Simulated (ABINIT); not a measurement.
# Ta4NiO11: single point with PBE

Crystal: Ta4NiO11.

```
CELL_PARAMETERS angstrom
1.95495 -14.82973 0.00000
1.95495 14.82973 0.00000
0.00000 0.00000 3.88590
ATOMIC_POSITIONS crystal
Ta 0.20437 0.79563 0.00000
Ta 0.92451 0.07549 0.00000
Ta 0.07549 0.92451 0.00000
Ta 0.79563 0.20437 0.00000
Ni 0.50000 0.50000 0.00000
O 0.13987 0.86013 0.00000
O 0.72107 0.27893 0.00000
O 0.43645 0.56355 0.00000
O 0.56355 0.43645 0.00000
O 0.00000 0.00000 0.00000
O 0.86013 0.13987 0.00000
O 0.27893 0.72107 0.00000
O 0.92790 0.07210 0.50000
O 0.07210 0.92790 0.50000
O 0.79436 0.20564 0.50000
O 0.20564 0.79436 0.50000
```

The cell was built by a generator and needn't be a form met in nature.

```json
{
 "Program": "ABINIT 10.8.3 (patched build)",
 "Task": "single point",
 "Functional": "PBE",
 "Potentials or basis": "Ansatz PAW PBE generated set soft_1, frozen core",
 "Cutoff": "435 eV",
 "k mesh": "4 × 4 × 4",
 "Occupations": "fermi-dirac, width 0.05 eV",
 "Spin": "collinear spin, ferromagnetic start",
 "Starting moments": "[0.0, 0.0, 0.0, 0.0, 2.5, 0.0, 0.0, 0.0, 0.0, 0.0, 0.0, 0.0, 0.0, 0.0, 0.0, 0.0] μB",
 "Fine-grid cutoff": "870.764 eV"
}
```

```
Pressure               : -0.5 GPa
Largest force          : 0.091 eV/Å
Band gap on the k mesh : none (metal or under the smearing width)
Net moment             : 0.50 μB per cell
Site moments           : Ta +0.00, -0.00; Ni +0.43; O +0.00, +0.05 μB
```

Forces in eV/Å, atoms in the order of the input:
```
Ta   0.000  0.024  0.000
Ta   0.000 -0.037  0.000
Ta   0.000  0.037  0.000
Ta   0.000 -0.024  0.000
Ni   0.000  0.000  0.000
O    0.000 -0.023  0.000
O    0.000  0.004  0.000
O    0.000 -0.091  0.000
O    0.000  0.091  0.000
O    0.000  0.000  0.000
O    0.000  0.023  0.000
O    0.000 -0.004  0.000
O    0.000 -0.053  0.000
O    0.000  0.053  0.000
O    0.000  0.033  0.000
O    0.000 -0.033  0.000
```

Stress tensor (GPa, compression positive):
```
-0.35  0.00  0.00
 0.00 -0.73  0.00
 0.00  0.00 -0.39
```

Levels at points of the mesh, in eV from the Fermi level:
Spin up:
| k point | band 66 | band 67 | band 68 | band 69 | band 70 | band 71 |
| --- | --- | --- | --- | --- | --- | --- |
| (0.00, 0.00, 0.00) | -1.29 | -1.03 | -0.61 | -0.50 | 1.05 | 1.32 |
| (0.50, 0.00, 0.00) | -0.99 | -0.80 | -0.36 | 1.13 | 1.42 | 1.64 |
| (0.50, 0.50, 0.00) | -1.29 | -1.03 | -0.61 | -0.50 | 1.05 | 1.32 |
| (0.00, 0.00, 0.50) | -1.33 | -0.79 | -0.58 | -0.50 | 2.52 | 2.60 |
| (0.50, 0.00, 0.50) | -0.67 | -0.32 | -0.28 | 1.21 | 2.40 | 2.57 |
| (0.50, 0.50, 0.50) | -1.32 | -0.79 | -0.58 | -0.50 | 2.47 | 2.65 |
Spin down:
```
           k point  band 65  band 66  band 67  band 68  band 69  band 70  band 71  band 72
(0.00, 0.00, 0.00)    -1.12    -0.90    -0.83    -0.31     0.11     1.05     1.32     1.36
(0.50, 0.00, 0.00)    -0.78    -0.70    -0.59     0.24     1.42     1.48     1.66     2.33
(0.50, 0.50, 0.00)    -1.12    -0.90    -0.83    -0.31     0.11     1.05     1.32     1.37
(0.00, 0.00, 0.50)    -1.17    -0.84    -0.68    -0.38     0.34     2.52     2.60     4.12
(0.50, 0.00, 0.50)    -0.80    -0.27    -0.19     0.30     1.53     2.41     2.66     3.95
(0.50, 0.50, 0.50)    -1.17    -0.84    -0.68    -0.38     0.34     2.48     2.65     4.20
```

Run time: 44 min on 4 MPI ranks on Arm Neoverse V1, with other jobs on the host, peak memory 3.5 GiB a rank.

Caveat: the k mesh is coarse (spacing up to 0.41 Å⁻¹), so the values aren't converged; the atomic spheres overlap; a cell with one magnetic atom can't hold antiferromagnetic order, which such compounds often take; semilocal functionals often make such compounds metallic where correlation or magnetic order opens a gap, which also shifts bond lengths. With open d or f shells a metallic result of PBE can be an artefact of self-interaction; +U or a hybrid may open a gap.
